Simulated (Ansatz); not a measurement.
# SnBr₂: energies up the ladder

Wanted for SnBr₂: energies up the ladder.

Computed with Ansatz 0.2.0 (the levels named in each step, unless a step's input says otherwise).

## 1. Starting point

Bond lengths: Br1–Sn2 2.545 Å, Sn2–Br3 2.545 Å. Angles: Br1–Sn2–Br3 100.4°.

Coordinates:

```xyz
3

Br   -1.9567   -0.6907   -0.0022
Sn    0.0014    0.9344   -0.0034
Br    1.9543   -0.6974    0.0072
```

## 2. A rough first relaxation, PBE-D4/def2-SVP

input.yaml

```yaml
crystal:
  periodic: [false, false, false]
  atoms:
    - { symbol: Br, position_ang: [-1.95665, -0.69073, -0.00216] }
    - { symbol: Sn, position_ang: [0.00144, 0.93438, -0.00339] }
    - { symbol: Br, position_ang: [1.95426, -0.69744, 0.0072] }
basis:
  gaussian: { orbitals: def2-SVP }
hamiltonian:
  xc: pbe
  dispersion: d4
relax:
  f_tol: 0.03
  max_steps: 200
```

Launch:

```
ansatz run input.yaml --threads 4 --pin off --max-ram 10240MiB --backend cpu --events-out ev --progress --plain --runs-dir out
```

Further steps of the session: Relaxation, PBE0-D4/def2-TZVPP; Frequencies, PBE0-D4/def2-TZVPP; Single point, PBE-D4/def2-TZVPP; Single point, r2SCAN-D4/def2-TZVPP; Single point, B3LYP-D4/def2-TZVPP; Single point, wB97M-V/def2-TZVPP; Single point, B2PLYP/def2-TZVPP; Single point, LDA/def2-TZVPP; Single point, PBE0-D4/def2-SVP; Single point, PBE-D4/def2-SVP; Single point, CCSD(T)/def2-TZVPP; Single point, MP2/def2-QZVPP.

Q: Predict the outcome of this session. Wanted: Br1–Sn2 at PBE0-D4/def2-TZVPP; Sn2–Br3 at PBE0-D4/def2-TZVPP; frequencies at PBE0-D4/def2-TZVPP; energy at CCSD(T)/CBS.

**Answer**, as computed:

```
                         quantity           value
    Br1–Sn2 at PBE0-D4/def2-TZVPP         2.519 Å
    Sn2–Br3 at PBE0-D4/def2-TZVPP         2.519 Å
frequencies at PBE0-D4/def2-TZVPP  79 to 246 cm⁻¹
            energy at CCSD(T)/CBS  -145874.269 eV
```

No mode is imaginary, so the geometry is a minimum. These totals serve in differences with atoms or fragments at the same level; alone they don't rank the methods. Heavy atoms carry effective core potentials in def2 sets, and spin-orbit coupling is left out.
